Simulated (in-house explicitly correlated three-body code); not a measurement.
# Two electrons around a charge of +4 with a centre of 3 electron masses: exact states

System: two electrons around a charge of +4 with a centre of 3 electron masses. A variational three-body run gives its energies and expectation values.

Method: two electrons, non-relativistic, variational in exponentially correlated functions. Code: in-house explicitly correlated three-body code version 1.

## (1) The atom as given

```
charge of the centre : +4
mass of the centre   : 3 electron masses
interactions         : Coulomb
basis                : 260 functions exp(−a r1 − b r2 − g r12) a state, exponent ranges optimised
units                : hartree and bohr; relativity and QED are left out
```

## (2) The variational calculation

Settings:

```ini
Z = 4.0
nuclear_mass = 3.0
interaction_strength = 1.0
functions = 260
states_tried = 13
```

The run is started by

```sh
$ python run_hyl.py task.json out
```

**Question.** What will these runs give? Wanted: ground-state energy; binding of the second electron; ⟨r12⟩, ⟨cos θ12⟩.

**Answer**, as computed:

| quantity | value |
| --- | --- |
| ground-state energy | -10.27965740 hartree |
| binding of the second electron | 116.46 eV |
| ⟨r12⟩, ⟨cos θ12⟩ | 0.7751 bohr, 0.0622 |

In words: The second electron is bound by 116.5 eV, and the mean cosine of 0.062 shows the electrons tipped slightly to one side, by the recoil of the light centre. The virial ratio −T/E is 1.0000000, where an exact Coulomb state gives 1. Exchange puts 2 ³S 1.22 eV under 2 ¹S.
